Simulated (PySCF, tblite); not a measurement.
# C5H9N3Si: geometry, infrared bands and NMR shifts

What infrared bands and NMR shifts should C5H9N3Si (`CN[SiH2]c1cnccn1`) show?

Computed with tblite 0.8.0 and PySCF 2.14.0, with density-fitted response routines of our own, on a single molecule in the gas phase. Atoms count from 0, in the outputs and in this text.

## Step 1: Starting geometry

18 atoms, charge 0, multiplicity 1; geometry from: force field or distance geometry start.

Bonds of the start (Å): C0–N1 1.46, N1–Si2 1.80, Si2–C3 1.87, C3–C4 1.36, C4–N5 1.37, N5–C6 1.34, C6–C7 1.39, C7–N8 1.36, N8–C3 1.37, C0–H9 1.12, C0–H10 1.09, C0–H11 1.10, N1–H12 1.05, Si2–H13 1.47, Si2–H14 1.49, C4–H15 1.08, C6–H16 1.10, C7–H17 1.08.

## Step 2: Optimising the geometry with GFN2-xTB

Job settings and geometry (Å):

```
{"job": {"kind": "relax", "xc": "GFN2-xTB", "basis": "xTB"}, "charge": 0, "multiplicity": 1}
C      3.118800    -0.152800    -0.431400
N      2.029600     0.760800    -0.108900
Si     0.952500     0.123300     1.181700
C     -0.751100    -0.007800     0.433600
C     -1.250800     1.076900    -0.226500
N     -2.496600     1.024400    -0.796800
C     -3.194800    -0.111400    -0.667300
C     -2.717800    -1.221200     0.010700
N     -1.474300    -1.165400     0.565200
H      3.663300     0.334000    -1.281200
H      3.808800    -0.188200     0.415600
H      2.703600    -1.130500    -0.730000
H      1.434200     0.958900    -0.947100
H      1.361800    -1.202500     1.661600
H      0.976600     1.142700     2.264800
H     -0.678400     1.988500    -0.319800
H     -4.189000    -0.102200    -1.130000
H     -3.305100    -2.121000     0.094200
```

Launch:

```console
> OMP_NUM_THREADS=1 python probes_run.py task.json out
```

The driver reads the jobs from task.json and runs them one after another.

What it wrote:

```text
step      E/eV     max force
  0    -700.82964    2.745
  1    -701.06866    1.046
  2    -701.13358    0.643
  3    -701.18958    0.615
  4    -701.20725    0.392
  5    -701.22096    0.339
  6    -701.22938    0.287
  7    -701.23873    0.330
  8    -701.24881    0.309
  9    -701.25977    0.244
 10    -701.26933    0.224
 11    -701.27633    0.220
 12    -701.28080    0.226
 13    -701.28445    0.149
 14    -701.28781    0.165
 15    -701.29060    0.126
 16    -701.29297    0.156
 17    -701.29518    0.136
 18    -701.29733    0.122
 19    -701.29977    0.113
 20    -701.30248    0.115
 21    -701.30514    0.115
 22    -701.30775    0.145
 23    -701.31079    0.176
 24    -701.31478    0.149
 25    -701.31871    0.189
 26    -701.32170    0.162
 27    -701.32495    0.125
 28    -701.32791    0.124
 29    -701.33126    0.127
 30    -701.33448    0.176
 31    -701.33808    0.207
 32    -701.34231    0.206
 33    -701.34774    0.138
 34    -701.35150    0.149
 35    -701.35464    0.161
 36    -701.35879    0.218
 37    -701.36434    0.202
 38    -701.37386    0.203
 39    -701.37680    0.149
 40    -701.37984    0.119
 41    -701.38231    0.119
 42    -701.38523    0.131
 43    -701.38742    0.112
 44    -701.38856    0.079
 45    -701.38951    0.083
 46    -701.39047    0.101
 47    -701.39172    0.089
 48    -701.39344    0.081
 49    -701.39424    0.079
 50    -701.39561    0.085
 51    -701.39676    0.091
 52    -701.39814    0.090
 53    -701.39950    0.095
 54    -701.40109    0.095
 55    -701.40286    0.104
 56    -701.40488    0.111
 57    -701.40678    0.102
 58    -701.40826    0.082
 59    -701.40928    0.084
 60    -701.41043    0.090
 61    -701.41214    0.114
 62    -701.41428    0.107
 63    -701.41618    0.096
 64    -701.41755    0.094
 65    -701.41881    0.079
 66    -701.42011    0.084
 67    -701.42153    0.061
 68    -701.42215    0.047
 69    -701.42244    0.043
 70    -701.42263    0.038
 71    -701.42285    0.030
 72    -701.42306    0.032
 73    -701.42327    0.033
 74    -701.42346    0.032
 75    -701.42369    0.038
 76    -701.42402    0.044
 77    -701.42443    0.043
 78    -701.42476    0.034
 79    -701.42496    0.030
 80    -701.42506    0.028
 81    -701.42516    0.026
 82    -701.42530    0.025
 83    -701.42546    0.031
 84    -701.42565    0.041
 85    -701.42590    0.043
 86    -701.42628    0.048
 87    -701.42690    0.062
 88    -701.42779    0.076
 89    -701.42897    0.082
 90    -701.43024    0.128
 91    -701.43149    0.102
 92    -701.43283    0.100
 93    -701.43487    0.102
 94    -701.43705    0.113
 95    -701.43837    0.119
 96    -701.43898    0.144
 97    -701.43999    0.155
 98    -701.44081    0.086
 99    -701.44223    0.060
100    -701.44342    0.076
101    -701.44410    0.048
102    -701.44461    0.056
103    -701.44512    0.062
104    -701.44577    0.060
105    -701.44665    0.059
106    -701.44738    0.069
107    -701.44796    0.068
108    -701.44848    0.081
109    -701.44921    0.074
110    -701.44984    0.052
111    -701.45046    0.056
112    -701.45093    0.046
113    -701.45132    0.054
114    -701.45164    0.053
115    -701.45200    0.046
116    -701.45237    0.037
117    -701.45273    0.042
118    -701.45302    0.038
119    -701.45320    0.025
120    -701.45329    0.019
121    -701.45337    0.019
122    -701.45343    0.018
123    -701.45349    0.014
124    -701.45352    0.013
125    -701.45354    0.009
```

Run time: 1.8 s. Hardware: 1 thread of Arm Neoverse N1, shared host; peak memory 0.18 GiB.

Along the way: (not every step is listed)

```tsv
step	energy from step 0 (eV)	largest force (eV/Å)
0	0.0000	2.7454
1	-0.2390	1.0463
2	-0.3039	0.6430
3	-0.3599	0.6148
4	-0.3776	0.3920
5	-0.3913	0.3389
6	-0.3997	0.2867
7	-0.4091	0.3301
8	-0.4192	0.3088
19	-0.4701	0.1135
30	-0.5048	0.1761
41	-0.5527	0.1191
52	-0.5685	0.0900
63	-0.5865	0.0964
74	-0.5938	0.0318
85	-0.5963	0.0427
96	-0.6093	0.1440
107	-0.6183	0.0684
118	-0.6234	0.0376
120	-0.6236	0.0190
121	-0.6237	0.0187
122	-0.6238	0.0179
123	-0.6238	0.0141
124	-0.6239	0.0132
125	-0.6239	0.0086
```

Close pairs (by a distance rule), those that changed most:

```tsv
bond	before (Å)	after (Å)	change (Å)
N1–Si2	1.798	1.719	-0.079
C4–N5	1.371	1.322	-0.049
C3–N8	1.371	1.332	-0.040
C7–N8	1.363	1.323	-0.039
N1–H12	1.047	1.010	-0.037
C3–C4	1.365	1.394	+0.030
C0–H9	1.121	1.091	-0.029
Si2–C3	1.865	1.889	+0.024
```

The final coordinates are the input of the step that follows.

## Step 3: Infrared spectrum with GFN2-xTB

Job settings and geometry (Å):

```
{"job": {"kind": "ir", "xc": "GFN2-xTB", "basis": "xTB"}, "charge": 0, "multiplicity": 1}
C      3.361319     0.199196    -0.320332
N      1.921019     0.132366    -0.406927
Si     0.933970    -0.250567     0.947306
C     -0.838995    -0.094833     0.314673
C     -1.355662     1.060565    -0.270585
N     -2.613490     1.163333    -0.665470
C     -3.386594     0.101989    -0.485083
C     -2.888623    -1.059644     0.087312
N     -1.630039    -1.152334     0.485365
H      3.756354     0.831457    -1.117095
H      3.631210     0.635290     0.638390
H      3.833575    -0.786417    -0.391339
H      1.621133    -0.171731    -1.322467
H      1.083729    -1.581539     1.547344
H      1.214731     0.791348     1.942672
H     -0.732722     1.931388    -0.423769
H     -4.415626     0.194370    -0.805611
H     -3.504048    -1.937919     0.233961
```

What it wrote:

```text
mode    cm-1     km/mol
  1      -9.3      0.46
  2      68.5      0.13
  3      85.9      0.86
  4     143.0      0.84
  5     160.2      1.20
  6     202.5      1.12
  7     267.2      2.40
  8     319.6      8.60
  9     385.4     14.35
 10     432.2     29.40
 11     503.6     71.36
 12     525.8    116.33
 13     573.2     11.46
 14     600.7      5.01
 15     712.0    123.33
 16     733.0      6.17
 17     754.8    165.59
 18     792.7     21.49
 19     800.2    161.55
 20     822.4    152.78
 21     906.8      0.08
 22     907.1      0.21
 23    1022.3     35.96
 24    1064.9     41.26
 25    1101.9      6.06
 26    1110.0      2.15
 27    1156.9     43.16
 28    1157.8     54.39
 29    1186.7      3.06
 30    1219.9     24.30
 31    1231.8      0.17
 32    1342.3      8.78
 33    1358.3     78.38
 34    1422.0      8.62
 35    1422.8     22.24
 36    1491.4      4.05
 37    1502.0      2.80
 38    1518.9      0.79
 39    1568.7     11.39
 40    2203.8    414.55
 41    2230.7    168.17
 42    2916.3     72.44
 43    2981.9     52.60
 44    3035.5     30.81
 45    3045.8     27.73
 46    3057.1      7.79
 47    3058.7     83.44
 48    3427.6      8.87
```

Run time: 1.2 s. Hardware: 1 thread of Arm Neoverse N1, shared host; peak memory 0.18 GiB.

The strongest bands and the atoms that carry them (share of the mass-weighted mode):

```tsv
cm⁻¹	km/mol	atoms
526	116.3	H14 36 %, H13 29 %, Si2 19 %
712	123.3	H13 24 %, H14 23 %, C4 11 %, C7 10 %
755	165.6	H14 20 %, H13 16 %, C7 12 %, Si2 12 %
800	161.6	H14 46 %, H13 41 %
822	152.8	Si2 36 %, N1 28 %, C0 11 %
2204	414.6	H14 53 %, H13 43 %
2231	168.2	H13 54 %, H14 44 %
3059	83.4	H16 59 %, H15 25 %
```

## Step 4: Nuclear shieldings: PBE0/pcSseg-1

Same as in step 3 but for these lines:

```diff
@@ -1,2 +1,2 @@
-{"job": {"kind": "ir", "xc": "GFN2-xTB", "basis": "xTB"}, "charge": 0, "multiplicity": 1}
+{"job": {"kind": "nmr", "xc": "PBE0", "basis": "pcSseg-1"}, "charge": 0, "multiplicity": 1}
 C      3.361319     0.199196    -0.320332
```

With the program's defaults for keys left out, this is: GIAO PBE0/pcSseg-1 NMR shielding, non-relativistic, gas phase.

What it wrote:

```text
coarse grid: 15824 points
cycle   1  E = -649.0036772261  dE =  1.416e+00  |g| = 4.313e-01  |ddm| = 4.005e+00
cycle   2  E = -648.9824156894  dE =  2.126e-02  |g| = 5.468e-01  |ddm| = 1.025e+00
cycle   3  E = -649.0467042568  dE = -6.429e-02  |g| = 7.254e-02  |ddm| = 6.082e-01
cycle   4  E = -649.0477263471  dE = -1.022e-03  |g| = 2.192e-02  |ddm| = 7.103e-02
cycle   5  E = -649.0478179571  dE = -9.161e-05  |g| = 1.004e-02  |ddm| = 2.508e-02
cycle   6  E = -649.0478403720  dE = -2.241e-05  |g| = 3.820e-03  |ddm| = 1.145e-02
cycle   7  E = -649.0478441445  dE = -3.772e-06  |g| = 5.661e-04  |ddm| = 3.641e-03
final grid: 149296 points
cycle   8  E = -649.0938344130  dE = -3.869e-05  |g| = 7.865e-03  |ddm| = 2.868e-02
cycle   9  E = -649.0938288785  dE =  5.535e-06  |g| = 9.430e-03  |ddm| = 1.646e-02
cycle  10  E = -649.0938491985  dE = -2.032e-05  |g| = 1.220e-03  |ddm| = 9.056e-03
cycle  11  E = -649.0938495181  dE = -3.196e-07  |g| = 2.823e-04  |ddm| = 1.213e-03
cycle  12  E = -649.0938495322  dE = -1.405e-08  |g| = 1.273e-04  |ddm| = 3.140e-04
cycle  13  E = -649.0938495358  dE = -3.634e-09  |g| = 4.585e-05  |ddm| = 1.545e-04
cycle  14  E = -649.0938495363  dE = -4.916e-10  |g| = 1.022e-05  |ddm| = 4.562e-05
converged SCF energy = -649.0938495363

GIAO shielding tensors (ppm)
atom      isotropic    diamagn.    paramagn.     s11        s22        s33       span
  0 C      154.093     239.238     -85.145    129.382    145.804    187.094     57.712
  1 N      250.902     326.919     -76.017    215.415    248.069    289.223     73.808
  2 Si     380.964     883.274    -502.310    335.495    380.479    426.916     91.421
  3 C       21.960     260.509    -238.549    -74.337    -16.880    157.096    231.433
  4 C       29.090     254.826    -225.737    -89.247     28.030    148.487    237.733
  5 N     -104.064     329.676    -433.740   -433.353   -196.031    317.193    750.546
  6 C       36.479     255.022    -218.544    -74.119     33.949    149.606    223.725
  7 C       36.278     253.217    -216.939    -77.855     37.705    148.985    226.840
  8 N     -135.066     330.248    -465.314   -499.768   -218.521    313.090    812.857
  9 H       28.629      26.597       2.032     23.364     26.679     35.843     12.479
 10 H       29.002      27.392       1.610     25.377     26.936     34.694      9.316
 11 H       28.684      26.219       2.465     23.111     26.929     36.011     12.900
 12 H       31.832      36.804      -4.972     22.510     32.129     40.857     18.348
 13 H       26.341      30.757      -4.416     22.859     24.228     31.936      9.077
 14 H       26.408      31.208      -4.800     23.774     24.932     30.518      6.744
 15 H       22.473      33.381     -10.908     18.651     20.276     28.493      9.842
 16 H       22.931      28.426      -5.495     19.719     22.713     26.362      6.642
 17 H       22.798      29.737      -6.939     19.694     22.158     26.542      6.848
```

Run time: 69 s. Hardware: 1 thread of Arm Neoverse N1, shared host; peak memory 0.92 GiB.

Shifts follow as δ = σ(reference) − σ, with reference shieldings (ppm) from runs at the same level and on the same kind of geometry: 1H TMS 31.72, 13C TMS 186.9, 29Si TMS 349.2, 15N NH3 267.7. The references are single molecules in the gas phase, so shifts against H2O, NH3, PH3, H3PO4 or CFCl3 are not on the usual liquid scales and can be off by tens of ppm. Atoms listed in one row are averaged.

```tsv
atoms	environment	σ (ppm)	δ (ppm)	δ scaled to CDCl3
C3	substituted aromatic carbon next to a ring nitrogen	22.0	165.0	159.1
C4	aromatic CH next to a ring nitrogen	29.1	157.8	152.1
C7	aromatic CH next to a ring nitrogen	36.3	150.6	145.1
C6	aromatic CH next to a ring nitrogen	36.5	150.4	144.9
C0	methyl carbon bonded to N	154.1	32.8	30.1
H15	hydrogen on an aromatic CH next to a ring nitrogen	22.47	9.24	8.82
H17	hydrogen on an aromatic CH next to a ring nitrogen	22.80	8.92	8.51
H16	hydrogen on an aromatic CH next to a ring nitrogen	22.93	8.79	8.39
H13, H14	hydrogen on a silicon bonded to C, N	26.37	5.34	–
H9, H10, H11	hydrogen on a methyl carbon bonded to N	28.77	2.95	2.88
H12	hydrogen on a nitrogen bonded to C, Si	31.83	-0.12	–
N8	pyridine-type ring nitrogen	-135.1	402.8	–
N5	pyridine-type ring nitrogen	-104.1	371.8	–
N1	nitrogen bonded to C, Si, H	250.9	16.8	–
Si2	silicon bonded to C, N, 2 H	381.0	-31.8	–
```

The scaled column applies a straight-line fit of computed shieldings to shifts measured in CDCl3 (root-mean-square error 0.16 ppm for H, 1.9 ppm for C).

The run also stored atomic charges by several schemes (e):

```tsv
atoms	Mulliken	IAO	Hirshfeld	ESP fit
C0	-0.09	-0.30	-0.07	-0.09
N1	-0.70	-0.68	-0.25	-0.66
Si2	0.83	0.90	0.36	0.57
C3	-0.19	-0.18	-0.04	0.09
C4	0.14	-0.02	0.02	0.25
N5	-0.38	-0.25	-0.15	-0.48
C6	0.08	-0.04	0.02	0.16
C7	0.07	-0.04	0.01	0.17
N8	-0.39	-0.25	-0.14	-0.47
```

Mayer bond orders: C0–N1 0.97, N1–Si2 1.00, Si2–C3 0.84, C3–C4 1.32, C4–N5 1.49, N5–C6 1.46, C6–C7 1.36, C7–N8 1.49, N8–C3 1.40.

Ring of atoms C3, C4, N5, C6, C7, N8: NICS(0) -5.1, NICS(1) -11.1, NICS(1)zz -28.2 ppm (means of both faces).

## Step 5: Outcome

| quantity | value |
| --- | --- |
| strongest single infrared mode (GFN2-xTB) | 2204 cm⁻¹, 415 km/mol |
| zero-point energy (GFN2-xTB) | 83.7 kcal/mol |
| 13C shifts against TMS (PBE0/pcSseg-1) | 165.0, 157.8, 150.6, 150.4, 32.8 ppm |
| 1H shifts against TMS (PBE0/pcSseg-1, means over atoms taken as alike) | 9.24, 8.92, 8.79, 5.34, 2.95, -0.12 ppm |
| 15N shifts against NH3 (PBE0/pcSseg-1) | 402.8, 371.8, 16.8 ppm |
| 29Si shifts against TMS (PBE0/pcSseg-1) | -31.8 ppm |

**Reading.** Over 125 steps the energy fell by 0.624 eV; of the close pairs, N1–Si2 changed most, 1.798 to 1.719 Å. The lowest mode is slightly imaginary (9i cm⁻¹), a soft motion within the noise of the Hessian, so the minimum is not strictly shown. The strongest single mode, at 2204 cm⁻¹, moves mainly H14 and H13. GFN2-xTB is a fitted tight-binding method: band positions and strengths are rough. Its intensities can rank the bands wrongly. At PBE0/pcSseg-1: The widest tensor belongs to N8: span 813 ppm, with a paramagnetic part of -465 ppm. NICS(1)zz of -28 ppm above the planar ring from C3 marks a diatropic (aromatic) ring current.
